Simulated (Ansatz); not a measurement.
# Sc3TeBr: the cost of one run

Computed with Ansatz 0.2.0 (DFT PBE, scalar-relativistic, plane waves, PAW, unless a step's input says otherwise).

## Step 1: Starting point

Symmetry: Pm-3m, No. 221, cubic system. Conventional cell: a = 4.967 Å, b = 4.967 Å, c = 4.967 Å, α = 90.00°, β = 90.00°, γ = 90.00°. Around Sc (site symmetry 4/mmm) lie 2 Br at 2.48 Å and 8 Sc at 3.51 Å and 4 Te at 3.51 Å. Te (site symmetry m-3m) is surrounded by 12 Sc at 3.51 Å. Br (site symmetry m-3m) is surrounded by 6 Sc at 2.48 Å.

Coordinates:

```cif
data_structure
_symmetry_space_group_name_H-M 'P 1'
_symmetry_Int_Tables_number 1
_cell_length_a 4.9668
_cell_length_b 4.9668
_cell_length_c 4.9668
_cell_angle_alpha 90.000
_cell_angle_beta 90.000
_cell_angle_gamma 90.000
_cell_volume 122.53
loop_
_atom_site_label
_atom_site_type_symbol
_atom_site_fract_x
_atom_site_fract_y
_atom_site_fract_z
_atom_site_occupancy
Sc1 Sc 0.00000 0.50000 0.50000 1
Sc2 Sc 0.50000 0.00000 0.50000 1
Sc3 Sc 0.50000 0.50000 0.00000 1
Te1 Te 0.00000 0.00000 0.00000 1
Br1 Br 0.50000 0.50000 0.50000 1
```

Recipe of the guess: species swapped into a database cell of Mn3PdN (Pm-3m, No. 221), with Sc on the Mn sites, Te on the Pd sites and Br on the N sites. Lengths come from tabulated atomic sizes and are only a guess.

## Step 2: A first look at the guess

input.yaml

```yaml
crystal:
  lattice:
    - [4.96683951, 0.0, 0.0]
    - [0.0, 4.96683951, 0.0]
    - [0.0, 0.0, 4.96683951]
  atoms:
    - { symbol: Sc, position: [0.0, 0.5, 0.5] }
    - { symbol: Sc, position: [0.5, 0.0, 0.5] }
    - { symbol: Sc, position: [0.5, 0.5, 0.0] }
    - { symbol: Te, position: [0.0, 0.0, 0.0] }
    - { symbol: Br, position: [0.5, 0.5, 0.5] }
basis:
  ecutwfc: 420
kpoints:
  mp_grid: { grid: [4, 4, 4] }
hamiltonian:
  xc: pbe
scf:
  occupations: { method: gaussian, width: 0.1 }
  lower_state_search: "off"
output:
  forces: true
  stress: true
  eigenvalues: true
```

Command:

```bash
ansatz run input.yaml --threads 1 --pin off --max-ram 2048MiB --backend cpu --events-out ev --progress --plain --runs-dir out
```

**Question.** How long does this run take on 1 thread of Arm Neoverse V2, shared host, and how much memory does it need?

About 2.9 s, with a peak of 0.38 GiB.
